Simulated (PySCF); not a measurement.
**Ru: excitation energy in x2c-QZVPPall**

Wanted: the excitation energy of ruthenium, up a ladder of methods.

The numbers are computed with PySCF 2.14.0 (unrestricted determinants in a Gaussian basis, no spin-orbit coupling in the energies), except any that are marked as measured or tabulated.

### 1 What is computed

| Property | Result |
| --- | --- |
| Element | ruthenium (Z = 44) |
| Basis | x2c-QZVPPall (13s8p7d4f2g, 118 functions) |
| Hamiltonian | the spin-free X2C one-electron Hamiltonian (Gaussian nucleus) |
| State 1 | Ru: [Kr] 4d6 5s2, high-spin 5D determinant (an excited configuration) |
| Needed too, but not shown | Ru [Kr] 4d7 5s1 (5F) |
| Methods | UHF, LDA, PBE, PBE0, r2SCAN, PBEsol, M06-L, LC-wPBE, MP2 |
| Core shells frozen in the correlated runs | valence: [Kr]; valence and next inner shell: [Ar] 3d10 (for Ru) |

The outer shells:

Ru [Kr] 4d6 5s2
```
[Kr] core
4d [↑↓][↑ ][↑ ][↑ ][↑ ]
5s [↑↓]
```

One driver process ran all states and methods and kept the integrals in memory. Each run is shown as a PySCF script that sums up its settings (the driver passes frozen orbitals as a list and adds second-order terms of double hybrids); the logs are those of the runs themselves. The driver starts from symmetry-adapted Hartree-Fock orbitals, holds the occupation by maximum overlap and uses a logarithmic radial grid for functionals, so a plain start would take other cycles.

The integrals over 118 functions and the set-up took 4.2 s of CPU time.

### 2 Ru [Kr] 4d6 5s2, method by method

#### UHF

input.py reads:

```python
from pyscf import gto, scf, dft, mp, cc
import basis_set_exchange as bse
mol = gto.M(atom="Ru 0 0 0", charge=0, spin=4, symmetry="D2h",
            basis=gto.basis.parse(bse.get_basis("x2c-QZVPPall", elements=["Ru"], fmt="nwchem")),
            nucmod="G")
mf = scf.UHF(mol).sfx2c1e()
mf.irrep_nelec = {'Ag': (9, 7), 'B1g': (2, 2), 'B2g': (2, 1), 'B3g': (2, 1), 'B1u': (3, 3), 'B2u': (3, 3), 'B3u': (3, 3)}
mf.kernel()
```

The log of the run:

```text
damping factor = 0
level_shift factor = 0
DIIS = <class 'pyscf.scf.diis.CDIIS'>
diis_start_cycle = 1
diis_space = 10
diis_damp = 0
SCF conv_tol = 1e-09
SCF conv_tol_grad = None
number electrons alpha = 24  beta = 20
cycle= 1 E= -4528.01756159403  delta_E= -0.0052  |g|= 0.0267  |ddm|= 0.0495
cycle= 2 E= -4528.01777989758  delta_E= -0.000218  |g|= 0.00681  |ddm|= 0.0105
cycle= 3 E= -4528.01780621737  delta_E= -2.63e-05  |g|= 0.00159  |ddm|= 0.00586
cycle= 4 E= -4528.01781187003  delta_E= -5.65e-06  |g|= 0.00109  |ddm|= 0.0025
cycle= 5 E= -4528.01781722875  delta_E= -5.36e-06  |g|= 0.000896  |ddm|= 0.00266
cycle= 6 E= -4528.01782404643  delta_E= -6.82e-06  |g|= 0.000833  |ddm|= 0.00364
cycle= 7 E= -4528.01784950403  delta_E= -2.55e-05  |g|= 0.000598  |ddm|= 0.017
cycle= 8 E= -4528.01786658455  delta_E= -1.71e-05  |g|= 0.000392  |ddm|= 0.0211
cycle= 9 E= -4528.01786818091  delta_E= -1.6e-06  |g|= 0.000172  |ddm|= 0.00448
cycle= 10 E= -4528.01786925491  delta_E= -1.07e-06  |g|= 0.0002  |ddm|= 0.00752
cycle= 11 E= -4528.01786927619  delta_E= -2.13e-08  |g|= 3.34e-05  |ddm|= 0.000652
cycle= 12 E= -4528.01786927675  delta_E= -5.55e-10  |g|= 5.12e-06  |ddm|= 9.83e-05
converged SCF energy = -4528.01786927675  <S^2> = 6.0259854  2S+1 = 5.0103834
```

CPU time 5 s on a shared host, the integrals not counted.

The occupied shells:

```csv
shell,electrons,mean orbital energy (eV),spread (eV),rms radius (bohr)
1s β,1,-22238.3,0,0.0384
1s α,1,-22238.3,0,0.0384
2s α,1,-3281.1,0,0.158
2s β,1,-3280.0,0,0.158
2p α,3,-2933.3,0.266,0.140
2p β,3,-2932.3,0.038,0.140
3s α,1,-615.59,0,0.428
3s β,1,-615.05,0,0.428
3p α,3,-498.07,0.500,0.432
3p β,3,-497.43,0.352,0.432
3d α,5,-309.20,0.612,0.419
3d β,5,-307.67,1.030,0.419
4s α,1,-100.75,0,1.09
4s β,1,-94.357,0,1.09
4p α,3,-65.989,1.442,1.21
4p β,3,-57.741,1.128,1.21
4d α,5,-15.430,1.770,1.71
4d β,1,-11.587,0,1.71
5s α,1,-7.616,0,3.71
5s β,1,-6.166,0,3.71
```

⟨S²⟩ = 6.026, ⟨L²⟩ = 6.06.

Spin-orbit constants on these orbitals (cm⁻¹; bare nucleus, screened nucleus, mean field): 4d 1436, 1109, n/a. To first order in LS coupling the lowest level has J = 4 and lies 0.138 eV below the centre of the term.

#### LDA

Changes to input.py:

```diff
@@ -5,3 +5,3 @@
             nucmod="G")
-mf = scf.UHF(mol).sfx2c1e()
+mf = dft.UKS(mol, xc="LDA,VWN").sfx2c1e()
 mf.irrep_nelec = {'Ag': (9, 7), 'B1g': (2, 2), 'B2g': (2, 1), 'B3g': (2, 1), 'B1u': (3, 3), 'B2u': (3, 3), 'B3u': (3, 3)}
```

The log of the run:

```text
damping factor = 0
level_shift factor = 0
DIIS = <class 'pyscf.scf.diis.CDIIS'>
diis_start_cycle = 1
diis_space = 10
diis_damp = 0
SCF conv_tol = 1e-09
SCF conv_tol_grad = None
number electrons alpha = 24  beta = 20
XC functionals = LDA,VWN
    P. A. M. Dirac.,  Math. Proc. Cambridge Philos. Soc. 26, 376 (1930)
    F. Bloch.,  Z. Phys. 57, 545 (1929)
    S. H. Vosko, L. Wilk, and M. Nusair.,  Can. J. Phys. 58, 1200 (1980)
cycle= 1 E= -4525.30023966138  delta_E= -0.0445  |g|= 0.0949  |ddm|= 0.511
cycle= 2 E= -4525.30022821561  delta_E= 1.14e-05  |g|= 0.0646  |ddm|= 0.0606
cycle= 3 E= -4525.30061933114  delta_E= -0.000391  |g|= 0.0196  |ddm|= 0.0472
cycle= 4 E= -4525.30071194472  delta_E= -9.26e-05  |g|= 0.00242  |ddm|= 0.0191
cycle= 5 E= -4525.30071379937  delta_E= -1.85e-06  |g|= 0.000175  |ddm|= 0.00292
cycle= 6 E= -4525.30071380976  delta_E= -1.04e-08  |g|= 8.44e-06  |ddm|= 0.000196
cycle= 7 E= -4525.30071380978  delta_E= -2e-11  |g|= 1.91e-06  |ddm|= 1.64e-05
converged SCF energy = -4525.30071380978  <S^2> = 6.0084222  2S+1 = 5.0033677
```

CPU time 2 s on a shared host, the integrals not counted.

#### PBE

Changes to input.py:

```diff
@@ -5,3 +5,3 @@
             nucmod="G")
-mf = dft.UKS(mol, xc="LDA,VWN").sfx2c1e()
+mf = dft.UKS(mol, xc="PBE").sfx2c1e()
 mf.irrep_nelec = {'Ag': (9, 7), 'B1g': (2, 2), 'B2g': (2, 1), 'B3g': (2, 1), 'B1u': (3, 3), 'B2u': (3, 3), 'B3u': (3, 3)}
```

The log of the run:

```text
damping factor = 0
level_shift factor = 0
DIIS = <class 'pyscf.scf.diis.CDIIS'>
diis_start_cycle = 1
diis_space = 10
diis_damp = 0
SCF conv_tol = 1e-09
SCF conv_tol_grad = None
number electrons alpha = 24  beta = 20
XC functionals = PBE
    J. P. Perdew, K. Burke, and M. Ernzerhof.,  Phys. Rev. Lett. 77, 3865 (1996)
    J. P. Perdew, K. Burke, and M. Ernzerhof.,  Phys. Rev. Lett. 78, 1396 (1997)
    J. P. Perdew, K. Burke, and M. Ernzerhof.,  Phys. Rev. Lett. 77, 3865 (1996)
    J. P. Perdew, K. Burke, and M. Ernzerhof.,  Phys. Rev. Lett. 78, 1396 (1997)
cycle= 1 E= -4529.93966260705  delta_E= -0.0304  |g|= 0.0529  |ddm|= 0.444
cycle= 2 E= -4529.93975764428  delta_E= -9.5e-05  |g|= 0.0344  |ddm|= 0.0651
cycle= 3 E= -4529.93985964906  delta_E= -0.000102  |g|= 0.0101  |ddm|= 0.0237
cycle= 4 E= -4529.93988416696  delta_E= -2.45e-05  |g|= 0.00156  |ddm|= 0.0109
cycle= 5 E= -4529.93988489124  delta_E= -7.24e-07  |g|= 0.000186  |ddm|= 0.00182
cycle= 6 E= -4529.93988490214  delta_E= -1.09e-08  |g|= 9.25e-06  |ddm|= 0.000269
cycle= 7 E= -4529.93988490213  delta_E= 8.19e-12  |g|= 2.01e-06  |ddm|= 3.2e-05
converged SCF energy = -4529.93988490213  <S^2> = 6.009953  2S+1 = 5.0039796
```

It used 3.3 s of CPU time after the integrals (shared host).

#### PBE0

Changes to input.py:

```diff
@@ -5,3 +5,3 @@
             nucmod="G")
-mf = dft.UKS(mol, xc="PBE").sfx2c1e()
+mf = dft.UKS(mol, xc="PBE0").sfx2c1e()
 mf.irrep_nelec = {'Ag': (9, 7), 'B1g': (2, 2), 'B2g': (2, 1), 'B3g': (2, 1), 'B1u': (3, 3), 'B2u': (3, 3), 'B3u': (3, 3)}
```

The log of the run:

```text
damping factor = 0
level_shift factor = 0
DIIS = <class 'pyscf.scf.diis.CDIIS'>
diis_start_cycle = 1
diis_space = 10
diis_damp = 0
SCF conv_tol = 1e-09
SCF conv_tol_grad = None
number electrons alpha = 24  beta = 20
XC functionals = PBE0
    C. Adamo and V. Barone.,  J. Chem. Phys. 110, 6158 (1999)
    M. Ernzerhof and G. E. Scuseria.,  J. Chem. Phys. 110, 5029 (1999)
cycle= 1 E= -4530.00766019388  delta_E= -0.0184  |g|= 0.0332  |ddm|= 0.322
cycle= 2 E= -4530.00819809083  delta_E= -0.000538  |g|= 0.00961  |ddm|= 0.0596
cycle= 3 E= -4530.00951187266  delta_E= -0.00131  |g|= 0.0183  |ddm|= 0.0915
cycle= 4 E= -4530.0099699973  delta_E= -0.000458  |g|= 0.0198  |ddm|= 0.022
cycle= 5 E= -4530.00788148217  delta_E= 0.00209  |g|= 0.00827  |ddm|= 0.164
cycle= 6 E= -4530.00788971887  delta_E= -8.24e-06  |g|= 0.00236  |ddm|= 0.039
cycle= 7 E= -4530.00787658373  delta_E= 1.31e-05  |g|= 0.00264  |ddm|= 0.0114
cycle= 8 E= -4530.00787571515  delta_E= 8.69e-07  |g|= 0.000702  |ddm|= 0.00836
cycle= 9 E= -4530.00787585654  delta_E= -1.41e-07  |g|= 0.000171  |ddm|= 0.00192
cycle= 10 E= -4530.007875854  delta_E= 2.53e-09  |g|= 2.84e-05  |ddm|= 0.000561
cycle= 11 E= -4530.0078758543  delta_E= -2.95e-10  |g|= 1.81e-06  |ddm|= 5.32e-05
converged SCF energy = -4530.0078758543  <S^2> = 6.0111511  2S+1 = 5.0044584
```

It used 6.7 s of CPU time after the integrals (shared host).

#### r2SCAN

Changes to input.py:

```diff
@@ -5,3 +5,3 @@
             nucmod="G")
-mf = dft.UKS(mol, xc="PBE0").sfx2c1e()
+mf = dft.UKS(mol, xc="R2SCAN").sfx2c1e()
 mf.irrep_nelec = {'Ag': (9, 7), 'B1g': (2, 2), 'B2g': (2, 1), 'B3g': (2, 1), 'B1u': (3, 3), 'B2u': (3, 3), 'B3u': (3, 3)}
```

The log of the run:

```text
damping factor = 0
level_shift factor = 0
DIIS = <class 'pyscf.scf.diis.CDIIS'>
diis_start_cycle = 1
diis_space = 10
diis_damp = 0
SCF conv_tol = 1e-09
SCF conv_tol_grad = None
number electrons alpha = 24  beta = 20
XC functionals = R2SCAN
    J. W. Furness, A. D. Kaplan, J. Ning, J. P. Perdew, and J. Sun.,  J. Phys. Chem. Lett. 11, 8208-8215 (2020)
    J. W. Furness, A. D. Kaplan, J. Ning, J. P. Perdew, and J. Sun.,  J. Phys. Chem. Lett. 11, 9248-9248 (2020)
    J. W. Furness, A. D. Kaplan, J. Ning, J. P. Perdew, and J. Sun.,  J. Phys. Chem. Lett. 11, 8208-8215 (2020)
    J. W. Furness, A. D. Kaplan, J. Ning, J. P. Perdew, and J. Sun.,  J. Phys. Chem. Lett. 11, 9248-9248 (2020)
cycle= 1 E= -4530.33501973358  delta_E= -0.0199  |g|= 0.0452  |ddm|= 0.372
cycle= 2 E= -4530.33527641432  delta_E= -0.000257  |g|= 0.0218  |ddm|= 0.0748
cycle= 3 E= -4530.335316465  delta_E= -4.01e-05  |g|= 0.00594  |ddm|= 0.0183
cycle= 4 E= -4530.33532354122  delta_E= -7.08e-06  |g|= 0.00168  |ddm|= 0.00832
cycle= 5 E= -4530.33532436695  delta_E= -8.26e-07  |g|= 0.000182  |ddm|= 0.00351
cycle= 6 E= -4530.33532438041  delta_E= -1.35e-08  |g|= 6.3e-05  |ddm|= 0.00127
cycle= 7 E= -4530.33532438081  delta_E= -3.98e-10  |g|= 1.31e-05  |ddm|= 0.000519
converged SCF energy = -4530.33532438081  <S^2> = 6.0220906  2S+1 = 5.0088284
```

It used 7 s of CPU time after the integrals (shared host).

#### PBEsol

Changes to input.py:

```diff
@@ -5,3 +5,3 @@
             nucmod="G")
-mf = dft.UKS(mol, xc="R2SCAN").sfx2c1e()
+mf = dft.UKS(mol, xc="PBEsol").sfx2c1e()
 mf.irrep_nelec = {'Ag': (9, 7), 'B1g': (2, 2), 'B2g': (2, 1), 'B3g': (2, 1), 'B1u': (3, 3), 'B2u': (3, 3), 'B3u': (3, 3)}
```

The log of the run:

```text
damping factor = 0
level_shift factor = 0
DIIS = <class 'pyscf.scf.diis.CDIIS'>
diis_start_cycle = 1
diis_space = 10
diis_damp = 0
SCF conv_tol = 1e-09
SCF conv_tol_grad = None
number electrons alpha = 24  beta = 20
XC functionals = PBEsol
    J. P. Perdew, A. Ruzsinszky, G. I. Csonka, O. A. Vydrov, G. E. Scuseria, L. A. Constantin, X. Zhou, and K. Burke.,  Phys. Rev. Lett. 100, 136406 (2008)
    J. P. Perdew, A. Ruzsinszky, G. I. Csonka, O. A. Vydrov, G. E. Scuseria, L. A. Constantin, X. Zhou, and K. Burke.,  Phys. Rev. Lett. 100, 136406 (2008)
cycle= 1 E= -4527.55083378199  delta_E= -0.0343  |g|= 0.0749  |ddm|= 0.457
cycle= 2 E= -4527.55084892982  delta_E= -1.51e-05  |g|= 0.0559  |ddm|= 0.0853
cycle= 3 E= -4527.55118553734  delta_E= -0.000337  |g|= 0.0146  |ddm|= 0.0406
cycle= 4 E= -4527.55123945248  delta_E= -5.39e-05  |g|= 0.00118  |ddm|= 0.0145
cycle= 5 E= -4527.55123990392  delta_E= -4.51e-07  |g|= 0.000198  |ddm|= 0.00176
cycle= 6 E= -4527.55123991553  delta_E= -1.16e-08  |g|= 8.93e-06  |ddm|= 0.000311
cycle= 7 E= -4527.55123991555  delta_E= -2.09e-11  |g|= 1.98e-06  |ddm|= 4.64e-05
converged SCF energy = -4527.55123991555  <S^2> = 6.0106927  2S+1 = 5.0042753
```

CPU time 3.8 s on a shared host, the integrals not counted.

#### M06-L

Changes to input.py:

```diff
@@ -5,3 +5,3 @@
             nucmod="G")
-mf = dft.UKS(mol, xc="PBEsol").sfx2c1e()
+mf = dft.UKS(mol, xc="M06L").sfx2c1e()
 mf.irrep_nelec = {'Ag': (9, 7), 'B1g': (2, 2), 'B2g': (2, 1), 'B3g': (2, 1), 'B1u': (3, 3), 'B2u': (3, 3), 'B3u': (3, 3)}
```

The log of the run:

```text
damping factor = 0
level_shift factor = 0
DIIS = <class 'pyscf.scf.diis.CDIIS'>
diis_start_cycle = 1
diis_space = 10
diis_damp = 0
SCF conv_tol = 1e-09
SCF conv_tol_grad = None
number electrons alpha = 24  beta = 20
XC functionals = M06L
    Y. Zhao and D. G. Truhlar.,  J. Chem. Phys. 125, 194101 (2006)
    Y. Zhao and D. G. Truhlar.,  J. Chem. Phys. 125, 194101 (2006)
    Y. Zhao and D. G. Truhlar.,  Theor. Chem. Acc. 120, 215 (2008)
cycle= 1 E= -4530.22258552891  delta_E= -0.0155  |g|= 0.0288  |ddm|= 0.609
cycle= 2 E= -4530.22316220977  delta_E= -0.000577  |g|= 0.03  |ddm|= 0.18
cycle= 3 E= -4530.22259105086  delta_E= 0.000571  |g|= 0.00546  |ddm|= 0.102
cycle= 4 E= -4530.22260310934  delta_E= -1.21e-05  |g|= 0.00241  |ddm|= 0.0186
cycle= 5 E= -4530.22260237033  delta_E= 7.39e-07  |g|= 0.00133  |ddm|= 0.0106
cycle= 6 E= -4530.22260264756  delta_E= -2.77e-07  |g|= 0.0002  |ddm|= 0.00291
cycle= 7 E= -4530.22260263872  delta_E= 8.84e-09  |g|= 4.71e-05  |ddm|= 0.000739
cycle= 8 E= -4530.22260263951  delta_E= -7.89e-10  |g|= 1.2e-05  |ddm|= 0.000145
converged SCF energy = -4530.22260263951  <S^2> = 6.0148239  2S+1 = 5.005926
```

CPU time 8 s on a shared host, the integrals not counted.

#### LC-wPBE

Changes to input.py:

```diff
@@ -5,3 +5,3 @@
             nucmod="G")
-mf = dft.UKS(mol, xc="M06L").sfx2c1e()
+mf = dft.UKS(mol, xc="LC_WPBE").sfx2c1e()
 mf.irrep_nelec = {'Ag': (9, 7), 'B1g': (2, 2), 'B2g': (2, 1), 'B3g': (2, 1), 'B1u': (3, 3), 'B2u': (3, 3), 'B3u': (3, 3)}
```

The log of the run:

```text
damping factor = 0
level_shift factor = 0
DIIS = <class 'pyscf.scf.diis.CDIIS'>
diis_start_cycle = 1
diis_space = 10
diis_damp = 0
SCF conv_tol = 1e-09
SCF conv_tol_grad = None
number electrons alpha = 24  beta = 20
XC functionals = LC_WPBE
    O. A. Vydrov and G. E. Scuseria.,  J. Chem. Phys. 125, 234109 (2006)
cycle= 1 E= -4529.90261173463  delta_E= -0.0234  |g|= 0.0469  |ddm|= 0.267
cycle= 2 E= -4529.90337841967  delta_E= -0.000767  |g|= 0.0138  |ddm|= 0.0807
cycle= 3 E= -4529.90348242776  delta_E= -0.000104  |g|= 0.00358  |ddm|= 0.0341
cycle= 4 E= -4529.9035167642  delta_E= -3.43e-05  |g|= 0.00196  |ddm|= 0.0254
cycle= 5 E= -4529.90352117324  delta_E= -4.41e-06  |g|= 0.000845  |ddm|= 0.00673
cycle= 6 E= -4529.90352503383  delta_E= -3.86e-06  |g|= 0.00079  |ddm|= 0.00392
cycle= 7 E= -4529.90352369704  delta_E= 1.34e-06  |g|= 0.000674  |ddm|= 0.00188
cycle= 8 E= -4529.90351794368  delta_E= 5.75e-06  |g|= 0.00013  |ddm|= 0.00848
cycle= 9 E= -4529.90351789305  delta_E= 5.06e-08  |g|= 2.38e-05  |ddm|= 0.00164
cycle= 10 E= -4529.90351789387  delta_E= -8.29e-10  |g|= 2.74e-06  |ddm|= 0.000173
converged SCF energy = -4529.90351789387  <S^2> = 6.0121095  2S+1 = 5.0048414
```

CPU time 9.8 s on a shared host, the integrals not counted.

#### MP2 (valence)

Changes to input.py:

```diff
@@ -5,4 +5,5 @@
             nucmod="G")
-mf = dft.UKS(mol, xc="LC_WPBE").sfx2c1e()
+mf = scf.UHF(mol).sfx2c1e()
 mf.irrep_nelec = {'Ag': (9, 7), 'B1g': (2, 2), 'B2g': (2, 1), 'B3g': (2, 1), 'B1u': (3, 3), 'B2u': (3, 3), 'B3u': (3, 3)}
 mf.kernel()
+mp.UMP2(mf, frozen=18).kernel()
```

The driver printed no log here.

It used 1.1 s of CPU time after the integrals (shared host).

With 8 electrons correlated, the MP2 correlation energy is -0.18608 hartree (-0.08565 same spin, -0.10043 opposite spin); the SCS form gives -0.14906. Largest pairs of shells: 4d-4d -0.1104, 4d-5s -0.0555, 5s-5s -0.0201.

### 3 Ru [Kr] 4d6 5s2, continued

#### MP2 (valence and next inner shell)

Changes to input.py since step 2:

```diff
@@ -8,2 +8,2 @@
 mf.kernel()
-mp.UMP2(mf, frozen=18).kernel()
+mp.UMP2(mf, frozen=14).kernel()
```

This step left no log, only its results.

CPU time 1.4 s on a shared host, the integrals not counted.

With 16 electrons correlated, the MP2 correlation energy is -0.51790 hartree (-0.16974 same spin, -0.34816 opposite spin); the SCS form gives -0.47437. Largest pairs of shells: 4p-4d -0.1734, 4d-4d -0.1104, 4p-4p -0.0740, 4d-5s -0.0555, 4s-4p -0.0331.

Radial density 4πr²ρ of Ru at UHF, without picture-change correction:

```csv
r (bohr),density,spin density
0.000515,0.449,0.000
0.000866,1.08,0.000
0.00146,2.55,0.000
0.00245,5.83,0.000
0.00412,12.6,0.000
0.00693,25.0,0.000
0.0117,42.3,0.000
0.0196,55.5,-0.001
0.0330,51.9,-0.004
0.0555,49.2,0.000
0.0934,68.7,0.083
0.157,53.2,0.421
0.264,50.6,0.667
0.444,38.6,0.019
0.747,13.2,1.190
1.26,11.2,3.008
2.11,2.81,1.243
3.56,0.732,0.083
5.98,0.0999,-0.027
10.1,0.00151,-0.001
```

### 4 Differences of total energies

Excitation energy: Ru [Kr] 4d7 5s1 (5F) → Ru [Kr] 4d6 5s2 (5D).

```csv
method,value (eV),error (eV)
UHF,0.683,-0.184
LDA,1.165,+0.297
PBE,1.301,+0.434
PBE0,1.238,+0.370
r2SCAN,1.318,+0.451
PBEsol,1.307,+0.439
M06-L,1.031,+0.163
LC-wPBE,1.368,+0.501
MP2 (valence),0.978,+0.111
SCS-MP2 (valence),1.002,+0.134
MP2 (valence and next inner shell),0.827,-0.040
SCS-MP2 (valence and next inner shell),0.758,-0.109
```

Reference: 0.867 eV (measured; NIST levels, between the centres of gravity of the two terms). Errors of the correlated levels include the incompleteness of this basis.

The differences also use runs on Ru [Kr] 4d7 5s1 (5F), which are not shown here.

### 5 Summary of results

| quantity | value |
| --- | --- |
| excitation energy, Ru → [Kr] 4d6 5s2 | UHF 0.683, MP2 (valence and next inner shell) 0.827 eV; reference 0.867 |

Each level's miss (mean over 1 difference):

```csv
method,mean absolute miss against the measured value (with the measured fine structure taken into account where it is known) (eV)
UHF,0.184
LDA,0.297
PBE,0.434
PBE0,0.370
r2SCAN,0.451
PBEsol,0.439
M06-L,0.163
LC-wPBE,0.501
MP2 (valence),0.111
SCS-MP2 (valence),0.134
MP2 (valence and next inner shell),0.040
SCS-MP2 (valence and next inner shell),0.109
```

**Reading.** Against experiment MP2 (valence and next inner shell) comes closest (off by 0.04 eV) and LC-wPBE is farthest (0.50 eV). In a finite basis a lower level can come nearest by cancelling errors. PBE is off by +0.43 eV. The basis is finite, and no extrapolation was made.
